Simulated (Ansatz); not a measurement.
# C2H6B2Cl4S2 ((Cl2B-mu-SMe)2): the cost of one run

The runs use Ansatz 0.2.0, Gaussian basis; the settings change from run to run.

## 1. The relaxed structure

The geometry comes from an earlier relaxation with PBE-D4/def2-SVP; it is a stationary point, not always the lowest conformer.

16 atoms, charge 0, spin multiplicity 1.

Atoms are counted from 1 here; the program's logs count them from 0.

Bond lengths: B1–Cl2 1.814 Å, B1–Cl3 1.805 Å, B1–S4 2.007 Å, B1–S9 2.007 Å, S4–C5 1.825 Å, S4–B6 2.006 Å, C5–H11 1.106 Å, C5–H12 1.105 Å, C5–H13 1.105 Å, B6–Cl7 1.814 Å, B6–Cl8 1.805 Å, B6–S9 2.008 Å, S9–C10 1.826 Å, C10–H14 1.105 Å, C10–H15 1.106 Å, C10–H16 1.106 Å. Angles: Cl2–B1–Cl3 116.7°, Cl2–B1–S4 113.3°, Cl2–B1–S9 112.9°, Cl3–B1–S4 107.6°, Cl3–B1–S9 107.7°, S4–B1–S9 96.7°, B1–S4–C5 105.3°, B1–S4–B6 82.3°, C5–S4–B6 105.1°, S4–C5–H11 107.5°, S4–C5–H12 110.9°, S4–C5–H13 107.0°, H11–C5–H12 111.0°, H11–C5–H13 110.7°, H12–C5–H13 109.7°, S4–B6–Cl7 112.9°, S4–B6–Cl8 107.7°, S4–B6–S9 96.7° and more.

## 2. CAM-B3LYP/def2-mTZVP

Set apart from the defaults: density fitting with def2-universal-jkfit.

Contents of in.yaml:

```yaml
crystal:
  periodic: [false, false, false]
  atoms:
    - {symbol: B, position_ang: [0.581193, -0.048382, -1.603526]}
    - {symbol: Cl, position_ang: [2.328969, -0.170426, -1.134962]}
    - {symbol: Cl, position_ang: [0.215598, -0.035686, -3.370721]}
    - {symbol: S, position_ang: [-0.352435, 1.524628, -0.777815]}
    - {symbol: C, position_ang: [0.577916, 1.888911, 0.749887]}
    - {symbol: B, position_ang: [-1.683071, 0.116519, -0.257277]}
    - {symbol: Cl, position_ang: [-2.110173, 0.164680, 1.504718]}
    - {symbol: Cl, position_ang: [-3.056112, 0.198874, -1.425538]}
    - {symbol: S, position_ang: [-0.556341, -1.468918, -0.756894]}
    - {symbol: C, position_ang: [0.322712, -1.943882, 0.771134]}
    - {symbol: H, position_ang: [-0.159642, 2.052670, 1.557558]}
    - {symbol: H, position_ang: [1.263199, 1.058912, 1.000755]}
    - {symbol: H, position_ang: [1.160811, 2.808812, 0.561868]}
    - {symbol: H, position_ang: [-0.105653, -2.906610, 1.104634]}
    - {symbol: H, position_ang: [0.179495, -1.179983, 1.557492]}
    - {symbol: H, position_ang: [1.393545, -2.060120, 0.518697]}
basis:
  gaussian: {orbitals: def2-mTZVP, fitting: {mean_field: def2-universal-jkfit}}
hamiltonian: {xc: {name: CAM-B3LYP}}
scf: {omitted_lower_state_checks: [starts]}
output: {forces: true}
```

Launch:

```sh
$ ansatz run in.yaml --threads 2 --pin off --events-out ev --progress --plain --max-ram 22528MiB --backend cpu
```

Q: Estimate wall time and peak memory on 2 threads of AMD EPYC 7R13, shared host.

About 16 s, with a peak of 1.4 GiB.
